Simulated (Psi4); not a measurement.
# YCl3 (SMILES [Cl][Y]([Cl])[Cl]) at MP3/def2-SVP (core potential)

What is the vertical ionisation energy of YCl3 at MP3/def2-SVP (core potential)? 

The results are computed with Psi4 1.11.

1 further run of the same task is left out (set aside as unsound or not needed).

## Step 1: Starting point

YCl3: 4 atoms, total charge 0, spin state singlet. As SMILES, `[Cl][Y]([Cl])[Cl]`. Geometry: relaxed at PBE0-D4/def2-TZVP.

Bond lengths: Cl1–Y2 2.434 Å, Y2–Cl3 2.434 Å, Y2–Cl4 2.434 Å. Angles: Cl1–Y2–Cl3 120.0°, Cl1–Y2–Cl4 120.0°, Cl3–Y2–Cl4 120.0°.

## Step 2: The energy at MP3/def2-SVP (core potential)

File job.dat:

```
memory 2.2 GB

molecule {
  0 1
  Cl    -3.42492073    -1.87610120     2.43067913
  Y     -0.00017008    -0.00001890     0.00035905
  Cl     4.33070426    -1.39582730     0.67185433
  Cl    -0.90565125     3.27194740    -3.10287360
  units bohr
  symmetry c1
}

set basis def2-SVP
set puream true
set e_convergence 1e-09
set d_convergence 1e-08
set scf_type pk
set num_frozen_docc 15
set mp_type conv

result, w = energy('mp3', return_wfn=True)
```

Launch:

```sh
psi4 -n 1 job.dat job.out
```

job.out (excerpt; [...] marks lines left out):

```text
[...]
    !!!  WARNING: ECP capability is in beta. Please check occupations closely.  !!!
[...]
  Running in c1 symmetry.
[...]
  Nuclear repulsion =  230.799168554533338
[...]
  Multiplicity = 1
[...]
  Nalpha       = 31
  Nbeta        = 31
[...]
    Number of basis functions: 85
[...]
   @RHF iter   1: -1416.16959370651603   -5.31496e-01   3.82082e-03 ADIIS/DIIS
[...]
   @RHF iter  11: -1416.24944593721989   -2.50111e-12   2.00641e-09 DIIS
[...]
    Orbital Energies [Eh]
    ---------------------
    Doubly Occupied:
       1A   -104.774673     2A   -104.774663     3A   -104.774660
       4A    -10.538163     5A    -10.538152     6A    -10.538150
       7A     -8.011904     8A     -8.011891     9A     -8.011886
      10A     -8.010848    11A     -8.010838    12A     -8.010834
      13A     -8.010694    14A     -8.010684    15A     -8.010670
      16A     -2.340911    17A     -1.397860    18A     -1.397855
      19A     -1.392571    20A     -1.061881    21A     -1.045570
      22A     -1.045568    23A     -0.510497    24A     -0.492021
      25A     -0.492017    26A     -0.467938    27A     -0.467924
      28A     -0.462515    29A     -0.462515    30A     -0.461199
      31A     -0.451632
[...]
  @RHF Final Energy: -1416.24944593721989
   => Energetics <=
    Nuclear Repulsion Energy =            230.7991685545333382
    One-Electron Energy =               -2430.1188628814156800
    Two-Electron Energy =                 783.0702483896624244
    Total Energy =                      -1416.2494459372196616
[...]
 Multipole Moments:
 ------------------------------------------------------------------------------------
     Multipole            Electronic (a.u.)      Nuclear  (a.u.)        Total (a.u.)
 ------------------------------------------------------------------------------------
 L = 1.  Multiply by 2.5417464519 to convert [e a0] to [Debye]
 Dipole X            :         -0.0040707            0.0037353           -0.0003354
 Dipole Y            :         -0.0004527            0.0004395           -0.0000132
 Dipole Z            :          0.0089914           -0.0082395            0.0007519
 Magnitude           :                                                    0.0008234
[...]
	SCS-MP2 Total Energy (a.u.)        : -1416.77936109000302
	SOS-MP2 Total Energy (a.u.)        : -1416.76633998390912
[...]
	SOS-PI-MP2 Total Energy (a.u.)     : -1416.80610106442350
[...]
	MP2 Total Energy (a.u.)            : -1416.80540330219060
[...]
	SCS-MP3 Total Energy (a.u.)        : -1416.78791816770354
[...]
	MP3 Total Energy (a.u.)            : -1416.83963161299289
[...]
```

Run time: 8.1 s. Hardware: 1 thread of Intel Xeon Platinum 8259CL at 2.50GHz (Skylake/Cascade Lake), shared host; peak memory 0.49 GiB.

## Step 3: The doublet cation, same level

File calc.py:

```python
import psi4

psi4.set_memory(2200000000)
psi4.set_num_threads(1)
psi4.core.set_output_file('psi4.out', False)

mol = psi4.geometry("""
1 2
Cl    -1.812390    -0.992790     1.286260
Y     -0.000090    -0.000010     0.000190
Cl     2.291710    -0.738640     0.355530
Cl    -0.479250     1.731440    -1.641970
units angstrom
symmetry c1
""")

psi4.set_options({
    'reference': 'uhf',
    'puream': True,
    'e_convergence': 1e-09,
    'd_convergence': 1e-08,
    'scf_type': 'pk',
    'num_frozen_docc': 15,
    'maxiter': 100,
    'mp_type': 'conv',
})

e_tot = psi4.energy("mp3/def2-SVP", molecule=mol)
print(f'total energy {e_tot:.8f} hartree = {e_tot * 27.211386:.5f} eV')
for k, v in sorted(psi4.core.scalar_variables().items()):
    print(f'{k:45s} {v:18.10f}')
```

Launch:

```sh
python calc.py
```

psi4.out (excerpt; [...] marks lines left out):

```text
[...]
    !!!  WARNING: ECP capability is in beta. Please check occupations closely.  !!!
[...]
  Running in c1 symmetry.
[...]
  Nuclear repulsion =  230.799168460024902
[...]
  Multiplicity = 2
[...]
  Nalpha       = 31
  Nbeta        = 30
[...]
    Number of basis functions: 85
[...]
   @UHF iter   1: -1415.75419391464607   -1.27200e-01   2.87264e-03 DIIS/ADIIS
[...]
   @UHF iter  27: -1415.82056710033203   -1.34150e-11   8.69673e-09 DIIS
[...]
   @S^2 Observed:                8.107113548E-01
[...]
  @UHF Final Energy: -1415.82056710033203
   => Energetics <=
    Nuclear Repulsion Energy =            230.7991684600249016
    One-Electron Energy =               -2416.1933391415382175
    Two-Electron Energy =                 769.5736035811813736
    Total Energy =                      -1415.8205671003320276
  UHF NO Occupations:
  HONO-2 :   29  A 1.9857517
  HONO-1 :   30  A 1.9857419
[...]
 Multipole Moments:
 ------------------------------------------------------------------------------------
     Multipole            Electronic (a.u.)      Nuclear  (a.u.)        Total (a.u.)
 ------------------------------------------------------------------------------------
 L = 1.  Multiply by 2.5417464519 to convert [e a0] to [Debye]
 Dipole X            :         -0.0044336            0.0037353           -0.0006983
 Dipole Y            :         -0.0008259            0.0004394           -0.0003865
 Dipole Z            :          0.0092780           -0.0082395            0.0010385
 Magnitude           :                                                    0.0013097
[...]
	SCS-MP2 Total Energy (a.u.)        : -1416.35876992934300
	SOS-MP2 Total Energy (a.u.)        : -1416.34433343600426
[...]
	SOS-PI-MP2 Total Energy (a.u.)     : -1416.38462315413290
[...]
	MP2 Total Energy (a.u.)            : -1416.38764291602001
[...]
	SCS-MP3 Total Energy (a.u.)        : -1416.36726190504010
[...]
	MP3 Total Energy (a.u.)            : -1416.42161081880818
[...]
```

Run time: 14 s. Hardware: 1 thread of Intel Xeon Platinum 8259CL at 2.50GHz (Skylake/Cascade Lake), shared host; peak memory 0.49 GiB.

## Step 4: Results

At MP3/def2-SVP (core potential), 15 core orbitals frozen:

| quantity | value |
| --- | --- |
| singlet YCl3: total energy | -1416.83963 Eh |
| singlet YCl3: HOMO energy (Hartree–Fock orbitals) | -12.29 eV |
| singlet YCl3: LUMO energy (Hartree–Fock orbitals) | -0.37 eV |
| singlet YCl3: HOMO–LUMO gap (Hartree–Fock orbitals) | 11.92 eV |
| singlet YCl3: correlation energy (15 core orbitals frozen) | -590.2 mEh |
| doublet cation: total energy | -1416.42161 Eh |
| doublet cation: HOMO energy (Hartree–Fock orbitals) (highest over α and β) | -15.38 eV |
| doublet cation: LUMO energy (Hartree–Fock orbitals) (lowest over α and β) | -11.03 eV |
| doublet cation: correlation energy (15 core orbitals frozen) | -601.0 mEh |
| doublet cation: ⟨S²⟩ of the reference determinant | 0.811 |
| vertical ionisation energy (to the doublet cation) | 11.375 eV |

In words: Removing an electron at fixed nuclei costs 11.37 eV (262 kcal/mol).
